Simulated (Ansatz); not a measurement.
# C3H4Se: the cost of one run

Method: the settings change from run to run; program: Ansatz 0.2.0, Gaussian basis.

### Step 1. The molecule

The structure was relaxed beforehand with PBE0-D4 in a triple-zeta def2 set.

SMILES `C=C1C[Se]1`, 8 atoms, charge 0, spin multiplicity 1.

Atoms are counted from 1 here; the program's logs count them from 0.

Bond lengths: C1–C2 1.316 Å, C1–H5 1.082 Å, C1–H6 1.085 Å, C2–C3 1.443 Å, C2–Se4 1.887 Å, C3–Se4 1.989 Å, C3–H7 1.085 Å, C3–H8 1.085 Å. Angles: C2–C1–H5 121.8°, C2–C1–H6 119.9°, H5–C1–H6 118.2°, C1–C2–C3 145.3°, C1–C2–Se4 142.7°, C3–C2–Se4 72.0°, C2–C3–Se4 64.4°, C2–C3–H7 119.0°, C2–C3–H8 119.0°, Se4–C3–H7 114.1°, Se4–C3–H8 114.1°, H7–C3–H8 115.7°, C2–Se4–C3 43.6°.

### Step 2. revPBE/cc-pVTZ

Set apart from the defaults: multiplicity 3, D4 dispersion.

in.yaml

```yaml
crystal:
  periodic: [false, false, false]
  atoms:
    - {symbol: C, position_ang: [-0.463440, 1.315786, -0.209535]}
    - {symbol: C, position_ang: [-0.123268, 0.046334, -0.270572]}
    - {symbol: C, position_ang: [0.508957, -1.047545, 0.426119]}
    - {symbol: Se, position_ang: [-0.188649, -1.473489, -1.387555]}
    - {symbol: H, position_ang: [-0.975611, 1.809344, -1.024875]}
    - {symbol: H, position_ang: [-0.230548, 1.896829, 0.676648]}
    - {symbol: H, position_ang: [1.591498, -1.067813, 0.500712]}
    - {symbol: H, position_ang: [-0.026937, -1.536647, 1.233258]}
basis:
  gaussian: {orbitals: cc-pVTZ}
magnetization: {spin_polarized: true, initial_magnetization: 2}
hamiltonian: {xc: {name: revPBE}, dispersion: d4}
output: {forces: true}
```

Run with:

```sh
> ansatz run in.yaml --threads 2 --pin off --events-out ev --progress --plain --max-ram 4352MiB
```

**Question.** How long does this run take on 2 threads of Arm Neoverse V1, shared host, and how much memory does it need?

About 17 s, with a peak of 0.52 GiB.
